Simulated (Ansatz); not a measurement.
# H4NO2Si radical: up Jacob's ladder to CCSD(T)

How much do the methods differ for H4NO2Si radical? The plan is to run it at one geometry with functionals of several rungs and with coupled cluster, and see how far each lands from CCSD(T) at the basis-set limit for the atomisation energy.

Computed with Ansatz 0.2.0, Gaussian basis. Level: functionals in def2-TZVPP, the program's frozen cores in correlated methods.

Plan: PBE-D4, r2SCAN-D4, PBE0-D4, B3LYP-D4, ωB97X-V, ωB97M-V, B2PLYP; CCSD(T)/def2-TZVPP; CCSD(T)/def2-QZVPP; extrapolation to the limit.

### Step 1. The geometry

An earlier PBE0-D4 in a triple-zeta def2 set relaxation fixed the geometry.

SMILES `N[Si](O)O`, 8 atoms, charge 0, spin multiplicity 2.

Atoms are counted from 1 here; the program's logs count them from 0.

Bond lengths: N1–Si2 1.700 Å, N1–H5 1.006 Å, N1–H6 1.006 Å, Si2–O3 1.651 Å, Si2–O4 1.651 Å, O3–H7 0.958 Å, O4–H8 0.958 Å. Angles: Si2–N1–H5 120.9°, Si2–N1–H6 121.0°, H5–N1–H6 112.9°, N1–Si2–O3 104.3°, N1–Si2–O4 104.3°, O3–Si2–O4 116.1°, Si2–O3–H7 115.7°, Si2–O4–H8 115.7°.

### Step 2. PBE-D4 (GGA)

File in.yaml:

```yaml
crystal:
  periodic: [false, false, false]
  atoms:
    - {symbol: N, position_ang: [-1.096661, 0.678949, 0.486652]}
    - {symbol: Si, position_ang: [0.044247, -0.430198, -0.111891]}
    - {symbol: O, position_ang: [1.242728, -0.433826, 1.023570]}
    - {symbol: O, position_ang: [0.451924, 0.165384, -1.596747]}
    - {symbol: H, position_ang: [-1.346226, 0.689064, 1.461080]}
    - {symbol: H, position_ang: [-1.819972, 1.048309, -0.106870]}
    - {symbol: H, position_ang: [1.762370, -1.237147, 1.077446]}
    - {symbol: H, position_ang: [0.761599, -0.480536, -2.233259]}
basis:
  gaussian: {orbitals: def2-TZVPP}
magnetization: {spin_polarized: true, initial_magnetization: 1}
hamiltonian: {xc: pbe, dispersion: d4}
output: {forces: true, orbitals: {seedname: orbitals}}
```

Started as:

```sh
$ ansatz run in.yaml --threads 2 --pin off --events-out ev --progress --plain --max-ram 32768MiB --backend cpu
```

After this run come: r2SCAN-D4 (meta-GGA); PBE0-D4 (hybrid); B3LYP-D4 (hybrid); ωB97X-V (range-separated); ωB97M-V (range-separated); B2PLYP (double hybrid); CCSD(T) in def2-TZVPP; CCSD(T) in def2-QZVPP.

Q: Predict the results of all the runs planned. Wanted: atomisation energy, CCSD(T)/CBS; farthest; mean size of error, hybrid; mean size of error, range-separated; gap, smallest and largest; T1 diagnostic; triples share of the correlation energy.

The runs gave:

| quantity | value |
| --- | --- |
| atomisation energy, CCSD(T)/CBS | 2972.5 kJ/mol |
| functionals within 14.9 kJ/mol (0.5 %) | r2SCAN-D4, ωB97X-V, ωB97M-V |
| farthest | B2PLYP (-46.0 kJ/mol) |
| mean size of error, hybrid | 30.6 kJ/mol |
| mean size of error, range-separated | 9.6 kJ/mol |
| gap, smallest and largest | 1.64 eV (PBE-D4), 7.70 eV (ωB97X-V) |
| T1 diagnostic | 0.0141 |
| triples share of the correlation energy | 3.5 % |

What this shows: PBE-D4 is off by +44.7 kJ/mol. Double hybrids carry the basis error of their MP2 part in triple zeta, and no dispersion term here, so their miss is partly the set-up's. The reference freezes the cores and leaves out relativity and excitations past (T), so misses under about 14.9 kJ/mol can't be ranked. Hartree-Fock recovers 67 % of the binding; the rest is correlation. Orbital gaps span 1.6 to 7.7 eV; exact exchange widens them.
